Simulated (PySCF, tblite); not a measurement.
# C₈H₁₂BCl: geometry, infrared bands and NMR shifts

Aim: predict the infrared bands and NMR shifts of C₈H₁₂BCl (`Cl/C=C1/C[C@@H]1BCC1CC1`).

Programs: tblite 0.8.0 and PySCF 2.14.0, with density-fitted response routines of our own. Each step states its level of theory. These are calculated values for one molecule in the gas phase, unless marked as measured. Atoms count from 0, in the outputs and in this text.

### 1 The molecule as given

22 atoms, charge 0, multiplicity 1; geometry from: force field or distance geometry start.

Bonds of the start (Å): Cl0–C1 1.75, C1–C2 1.32, C2–C3 1.52, C3–C4 1.53, C4–B5 1.57, B5–C6 1.55, C6–C7 1.49, C7–C8 1.50, C8–C9 1.50, C4–C2 1.48, C9–C7 1.54, C1–H10 1.09, C3–H11 1.11, C3–H12 1.07, C4–H13 1.13, B5–H14 1.20, C6–H15 1.13, C6–H16 1.13, C7–H17 1.11, C8–H18 1.10, C8–H19 1.12, C9–H20 1.09, C9–H21 1.11.

### 2 Geometry optimisation with GFN2-xTB

What the job is given:

```
{"job": {"kind": "relax", "xc": "GFN2-xTB", "basis": "xTB"}, "charge": 0, "multiplicity": 1}
Cl     3.937700    -2.285900     0.617900
C      3.953900    -0.550500     0.434600
C      2.858700     0.068800     0.034400
C      2.315400     1.454800    -0.290300
C      1.453900     0.196700    -0.410700
B      0.256600     0.164400     0.608600
C     -0.964400    -0.796900     0.574400
C     -1.918300    -0.599500    -0.549200
C     -2.653400     0.688400    -0.767000
C     -3.372400    -0.428300    -0.060200
H      4.863100    -0.002200     0.667100
H      2.140300     2.024300     0.646800
H      2.654400     1.969200    -1.164700
H      1.242700    -0.101100    -1.485100
H      0.363900     0.868400     1.579400
H     -0.686400    -1.888000     0.563900
H     -1.522800    -0.701900     1.554600
H     -1.861800    -1.279600    -1.421900
H     -2.347100     1.603400    -0.245500
H     -3.085500     0.900400    -1.782700
H     -4.140000    -1.027100    -0.539600
H     -3.498900    -0.258700     1.033600
```

Launch:

```sh
$ OMP_NUM_THREADS=1 python probes_run.py task.json out
```

This one command runs all jobs of the session in turn.

**Question.** This job is followed by: GFN2-xTB harmonic vibrations, gas phase; GIAO PBE0/pcSseg-1 NMR shielding, non-relativistic, gas phase. Predict these results of the whole session: strongest single infrared mode (GFN2-xTB); zero-point energy (GFN2-xTB); ¹³C shifts against TMS (PBE0/pcSseg-1); ¹H shifts against TMS (PBE0/pcSseg-1); ³⁵Cl shifts against HCl (PBE0/pcSseg-1); ¹¹B shifts against BF3·OEt2 (PBE0/pcSseg-1).

The runs gave:

| quantity | value |
| --- | --- |
| strongest single infrared mode (GFN2-xTB) | 1298 cm⁻¹, 176 km/mol |
| zero-point energy (GFN2-xTB) | 110.5 kcal/mol |
| ¹³C shifts against TMS (PBE0/pcSseg-1) | 137.5, 120.1, 39.2, 24.7, 20.4, 11.4, 8.4, 8.3 ppm |
| ¹H shifts against TMS (PBE0/pcSseg-1) | 6.85, 6.56, 2.67, 2.53, 2.06, 1.95, 1.13, 0.67, 0.62, 0.40, 0.09, -0.01 ppm |
| ³⁵Cl shifts against HCl (PBE0/pcSseg-1) | 212 ppm |
| ¹¹B shifts against BF3·OEt2 (PBE0/pcSseg-1) | 85.3 ppm |

The optimisation took 180 steps and gained 0.852 eV; among the close pairs (by a distance rule), C2–C3 changed most, from 1.524 to 1.452 Å. All 60 modes are real, so the xTB geometry is a minimum. The strongest single mode, at 1298 cm⁻¹, is carried by C4, H13, B5. Unscaled tight-binding wavenumbers are off by several per cent, some by more. Its intensities can rank the bands wrongly. At PBE0/pcSseg-1: The largest span, 469 ppm, is at Cl0, where the paramagnetic term is -412 ppm.
